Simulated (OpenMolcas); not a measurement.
**Tc⁵⁺ among point charges: CASSCF and CASPT2 levels and susceptibility**

Aim: the splitting of the states of Tc⁵⁺ in the field of 6 point charges, its lowest levels with spin-orbit coupling and its magnetic susceptibility.

The numbers are computed with OpenMolcas 26.06 (state-averaged CASSCF and CASPT2, spin-orbit coupling by RASSI with atomic mean-field integrals), except any that are marked as measured or tabulated.

## (1) The system

| Item | Value |
| --- | --- |
| Species | Tc⁵⁺ (technetium, Z = 43, 38 electrons) |
| Basis | ANO-RCC-VDZP [6s5p3d1f], 43 functions |
| Scalar Hamiltonian | DKH2, point nucleus |
| Inactive shells | 1s 2s 2p 3s 3p 3d 4s 4p |
| Active space | 2 electrons in 5 orbitals (4d) |
| Some configurations of this space | 4d2 |
| Orbitals | optimised for each spin and parity, averaged over all roots |

The outer shells:

4d2
```
4d [↑ ][↑ ][  ][  ][  ]
```

The ion sits among 6 point charges of -0.85 e arranged as an octahedron (Oh), 2.22 Å from the ion.

The work runs as a chain of OpenMolcas steps in one folder; each step below is one input file. Labels, J, g values, rates, χT and fits are worked out afterwards by a script from the matrices that RASSI stores. The input lists half of the charges; inversion (Group=XYZ) makes the rest.

## (2) Basis and integrals

The input, a.inp:

```
&GATEWAY
Coord
1

Tc 0.0 0.0 0.0
Basis=ANO-RCC-VDZP
Group=XYZ
NoMove
AngMom=0.0 0.0 0.0
AMFI
XField
3 Angstrom 0
2.220000 0.000000 0.000000 -0.850000
0.000000 2.220000 0.000000 -0.850000
0.000000 0.000000 2.220000 -0.850000
&SEWARD
```

Launch:

```
OMP_NUM_THREADS=1 MOLCAS_MEM=1689 MOLCAS_PROJECT=a pymolcas a.inp > a.log
```

## (3) CASSCF: triplets of even parity, 10 roots

The input, a.inp:

```
&RASSCF
FileOrb=start.orb
Symmetry=1
Spin=3
nActEl=2 0 0
Inactive=9 9
Ras2=5 0
CIRoot=10 10 1
SDav=10
CIMx=300
Iter=120 100
PrWF=0.3
OrbListing=Nothing
MaxOrb=0
>>> COPY $Project.JobIph JOB001
```

start.orb holds the contracted functions of the basis, ordered by shell, or the orbitals of the step before.

## (4) CASSCF: singlets of even parity, 15 roots

The input, a.inp:

```
&RASSCF
FileOrb=start.orb
Symmetry=1
Spin=1
nActEl=2 0 0
Inactive=9 9
Ras2=5 0
CIRoot=15 15 1
SDav=15
CIMx=300
Iter=120 100
PrWF=0.3
OrbListing=Nothing
MaxOrb=0
>>> COPY $Project.JobIph JOB002
```

## (5) State interaction with spin-orbit coupling

The input, a.inp:

```
&RASSI
NrOfJobIphs=2 10 15
1 2 3 4 5 6 7 8 9 10
1 2 3 4 5 6 7 8 9 10 11 12 13 14 15
IphNames
JOB001
JOB002
EJob
SpinOrbit
DIPRint=1.0
SOCoupling=1000.0
Subsets=2
Property=9
'ANGMOM' 1 'ANGMOM' 2 'ANGMOM' 3 'MLTPL  1' 1 'MLTPL  1' 2 'MLTPL  1' 3
'AMFI' 1 'AMFI' 2 'AMFI' 3
SOProperty=3
'ANGMOM' 1 'ANGMOM' 2 'ANGMOM' 3
```

## (6) CASPT2: IPEA 0.25, imaginary shift 0.1 (closed shells correlated: 4s 4p)

The input, a.inp:

```
>>> COPY JOB001 $Project.JobIph
&CASPT2
Multistate=10 1 2 3 4 5 6 7 8 9 10
NoMult
Frozen=8 6
IPEA=0.25
Imaginary=0.1
MaxIter=60
WThr=0.0 0.3 0.05
PrWF=0.5
NoMix
>>> COPY JOB002 $Project.JobIph
&CASPT2
Multistate=15 1 2 3 4 5 6 7 8 9 10 11 12 13 14 15
NoMult
Frozen=8 6
IPEA=0.25
Imaginary=0.1
MaxIter=60
WThr=0.0 0.3 0.05
PrWF=0.5
NoMix
```

(Steps that only read results are left out.)

Q: Predict the outcome of this session. Wanted: spin-free ground state; first state of the same spin within the active space; lowest level; next level.

The runs gave:

```
                                            quantity                                                                        value
                                              method  SS-CASPT2, IPEA 0.25, imaginary shift 0.1 (closed shells correlated: 4s 4p)
                              spin-free ground state                                              3T1, 3-fold in its orbital part
first state of the same spin within the active space                                                             3T2 at 1550 cm⁻¹
                                        lowest level                                               2-fold E, g = 0.00, 0.00, 0.00
                                          next level                                                                   446.1 cm⁻¹
                                         χT at 300 K                                                               0.20 cm³ K/mol
                           effective moment at 300 K                                                                      1.25 μB
```

Cost by method:

| method | time of its own steps | time with the reference |
| --- | --- | --- |
| A. CASSCF | 4.9 s | 4.9 s |
| B. SS-CASPT2, IPEA 0.25, imaginary shift 0.1, +4s 4p | 1.6 s | 6.5 s |

Times are of one thread on a shared host.

What this shows: The spin-free ground state (3T1) comes to 100 % from free-ion F terms and keeps the highest spin of the shell. χT at 300 K is 0.20, against 1.00 cm³ K/mol for the spin alone, so spin-orbit coupling lowers it. A ligand-field fit to the states below 45000 cm-1 gives 10Dq = 2544 cm-1, B = 823 cm-1 and C = 3352 cm-1 (C/B = 4.07), with a deviation of 402 cm-1. CASPT2 does not keep the components of a term degenerate, and the means are used. The field of point charges can differ much from that of real complexes. Point charges carry no covalency, so the field is a model and not that of real ligands.
